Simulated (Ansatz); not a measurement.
Task: a comparison of enthalpies under pressure of two structures of Sr, with Ansatz's Python interface. Give the script and its output. Level of theory (first run): PBEsol, PAW, cutoff 460 eV, 6×6×3 k-points, cold smearing of 0.05 eV.

The script, `run_transition.py`:
```python
import warnings

import ansatz as az
import numpy as np
import pandas as pd


def hcp(a_site, a):
    return (
        az.Lattice.from_parameters(a, a, 1.633 * a, alpha=90, beta=90, gamma=120)
        .space_group(194)
        .atom(a_site, (1 / 3, 2 / 3, 0.25))
    )


def diamond(first, a):
    return az.Crystal.diamond(first, a=a)


def solve(name, crystal, pressure=0.0):
    calc = (
        crystal.calculation()
        .functional("PBEsol")
        .scf(tolerance=1e-08)
        .basis(460)
        .kpoints(spacing=0.33)
        .occupations("cold", width=0.05)
    )
    calc = calc.relax(force_tolerance=0.03, cell=True, pressure=pressure)
    return calc.run(threads=1, pin="off")


def volume_per_atom(outcome):
    return abs(np.linalg.det(outcome.lattice.cell_ang)) / len(outcome.lattice.sites)


def main() -> None:
    warnings.simplefilter("ignore", az.DeckWarning)

    phases = {}
    phases["hcp"] = hcp("Sr", 4.3)
    phases["diamond"] = diamond("Sr", 8.37)

    pressures = [0, 5, 10, 20]
    enthalpy, volume = {name: [] for name in phases}, {name: [] for name in phases}
    for p in pressures:
        for name, crystal in phases.items():
            o = solve(name, crystal, pressure=p)
            volume[name].append(volume_per_atom(o))
            enthalpy[name].append(o.report["energy_sigma0_ev"] / len(o.lattice.sites) + p * volume[name][-1] / 160.21766)
    gap = np.array(enthalpy["diamond"]) - np.array(enthalpy["hcp"])
    rows = [(p, va, vb, 1000 * d) for p, va, vb, d in zip(pressures, volume["hcp"], volume["diamond"], gap)]
    print(pd.DataFrame(rows, columns=["P (GPa)", "V hcp (A^3/atom)", "V diamond (A^3/atom)", "H(diamond) - H(hcp) (meV/atom)"]).round(4).to_string(index=False))
    crossings = [p0 - g0 * (p1 - p0) / (g1 - g0) for p0, p1, g0, g1 in zip(pressures, pressures[1:], gap, gap[1:]) if g0 * g1 < 0]
    print("crossing near", [round(float(p), 1) for p in crossings], "GPa") if crossings else print("no crossing in this range")


if __name__ == "__main__":
    main()
```

```console
$ python run_transition.py
 P (GPa)  V hcp (A^3/atom)  V diamond (A^3/atom)  H(diamond) - H(hcp) (meV/atom)
       0           52.8501               99.9923                       1021.7318
       5           38.8561               35.7872                       1404.3189
      10           33.3273               30.7569                       1313.0737
      20           27.3012               26.3486                       1208.7349
no crossing in this range
```

Caveats:
- At a fixed pressure a relaxation lowers the enthalpy F + PV, while F alone can rise.
- For the metals among these phases the mesh is modest: differences between phases can be off by up to 40 meV an atom.
- The program warned that this SCF threshold is loose for forces or stresses.
- These metals are very soft, so angles and axial ratios aren't settled by this mesh and stress tolerance.
- Only these two structures are compared, at zero temperature and with their symmetry kept; either may be hypothetical, and another phase may be lower than both. Differences under about 40 meV an atom lie within the error of mesh and functional.
- The cells are prototypes set up for this calculation and needn't exist.
- The script silences the warnings on its input, which a real study should read.
- It ran for 42 s on 1 thread of Intel(R) Xeon(R) 6975P-C (Granite Rapids), with other jobs on the host, peak memory 0.54 GiB.

(Lines on the test bed's own set-up are left out of the output.)
